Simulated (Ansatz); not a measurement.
This script drives Ansatz 0.2.0 through its Python package.

`dfpt_ge.py`
```python
# -*- coding: utf-8 -*-
"""Zone-centre and zone-boundary phonons of Ge by linear response."""

from pathlib import Path
import argparse
import warnings

import ansatz as az
from ase import Atoms
import numpy as np

parser = argparse.ArgumentParser(description="Zone-centre and zone-boundary phonons of Ge by linear response.")
parser.add_argument("--xc", default="PBEsol", help="exchange-correlation functional")
parser.add_argument("--occupations", default="cold", help="how the bands are filled")
parser.add_argument("--sigma", type=float, default=0.1, help="smearing width (eV)")
parser.add_argument("--mesh", type=int, nargs=3, default=[12, 12, 12], help="k-point sampling")
args = parser.parse_args()

warnings.simplefilter("ignore", az.DeckWarning)

atoms = Atoms(
    ["Ge", "Ge"],
    scaled_positions=[
        [0.25, 0.75, 0.5],
        [0.5, 0.5, 0.0],
    ],
    cell=[
        [-2.57449, 2.57449, 1.397413],
        [2.57449, -2.57449, 1.397413],
        [2.57449, 2.57449, -1.397413],
    ],
    pbc=True,
)
ge = az.Crystal.from_ase(atoms)

base = (
    ge.calculation()
    .functional(args.xc)
    .occupations(args.occupations, width=args.sigma)
    .pseudopotentials("paw")
    .kpoints(*args.mesh)
    .phonons("dfpt")
)
done = base.run(runs_dir="runs")
ph = done.phonons

print("Gamma modes (1/cm):", " ".join(f"{w:.1f}" for w in ph.gamma_omega_inv_cm))
print("in meV:", " ".join(f"{w * 0.1239842:.2f}" for w in ph.gamma_omega_inv_cm))
```

It is started by `python dfpt_ge.py`. Estimate its wall time and peak memory on 1 thread of Arm Neoverse V2, on a shared host.

It took about 53 s, with a peak of 0.94 GiB, for 1 run of the engine.

```console
$ python dfpt_ge.py
Gamma modes (1/cm): 0.0 0.0 0.0 61.1 168.2 168.2
in meV: 0.00 0.00 0.00 7.58 20.85 20.85
```

The cell isn't relaxed first, so the values belong to this volume. This isn't the structure that Ge takes at ambient conditions. The structure is taken as given; imaginary modes can come from an unrelaxed or unstable start. Phonons of metals also depend on mesh and smearing.
